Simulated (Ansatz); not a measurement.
# SiGe4: the cost of one run

Computed with Ansatz 0.2.0 (DFT PBE, scalar-relativistic, plane waves, PAW, unless a step's input says otherwise).

1 further run of the same task is left out (it didn't finish).

## 1. The structure to begin with

It takes space group P-3m1 (No. 164, trigonal). Conventional cell: a = 3.003 Å, b = 3.003 Å, c = 23.652 Å, α = 90.00°, β = 90.00°, γ = 120.00°. Si (site symmetry 3m) has 3 Ge at 2.93 Å and 9 Si at 2.93 to 3.00 Å as nearest neighbours. Ge (site symmetry 3m) has 12 Ge at 2.93 to 3.00 Å as nearest neighbours. Ge (site symmetry 3m) has 3 Si at 2.93 Å and 9 Ge at 2.93 to 3.00 Å as nearest neighbours.

As a file:

```
Si Ge
1.0
     3.00260    0.00000    0.00000
    -1.50130    2.60033    0.00000
     0.00000    0.00000   23.65178
Si Ge
2 8
Direct
  0.33333 0.66667 0.95000
  0.66667 0.33333 0.05000
  0.33333 0.66667 0.75000
  0.33333 0.66667 0.15000
  0.33333 0.66667 0.35000
  0.33333 0.66667 0.55000
  0.66667 0.33333 0.85000
  0.66667 0.33333 0.25000
  0.66667 0.33333 0.45000
  0.66667 0.33333 0.65000
```

The start is an ordering of an alloy on its end members' structure types: elements ordered on the sites of the Os type, Si/Ge on Os (P-3m1, No. 164).

## 2. A first look at the guess

input.yaml

```yaml
crystal:
  lattice:
    - [3.00260004, 0.0, 0.0]
    - [-1.50130002, 2.60032791, 0.0]
    - [0.0, 0.0, 23.65177868]
  atoms:
    - { symbol: Si, position: [0.33333333, 0.66666667, 0.95] }
    - { symbol: Si, position: [0.66666667, 0.33333333, 0.05] }
    - { symbol: Ge, position: [0.33333333, 0.66666667, 0.75] }
    - { symbol: Ge, position: [0.33333333, 0.66666667, 0.15] }
    - { symbol: Ge, position: [0.33333333, 0.66666667, 0.35] }
    - { symbol: Ge, position: [0.33333333, 0.66666667, 0.55] }
    - { symbol: Ge, position: [0.66666667, 0.33333333, 0.85] }
    - { symbol: Ge, position: [0.66666667, 0.33333333, 0.25] }
    - { symbol: Ge, position: [0.66666667, 0.33333333, 0.45] }
    - { symbol: Ge, position: [0.66666667, 0.33333333, 0.65] }
basis:
  ecutwfc: 420
kpoints:
  mp_grid: { grid: [6, 6, 1] }
hamiltonian:
  xc: pbe
scf:
  occupations: { method: gaussian, width: 0.1 }
  lower_state_search: "off"
output:
  forces: true
  stress: true
  eigenvalues: true
```

Command:

```
> ansatz run input.yaml --threads 1 --pin off --max-ram 2560MiB --backend cpu --events-out ev --progress --plain --runs-dir out
```

**Question.** How long does this run take on 1 thread of Intel Xeon at 2.70GHz, shared host, and how much memory does it need?

About 6.8 s, with a peak of 0.49 GiB.
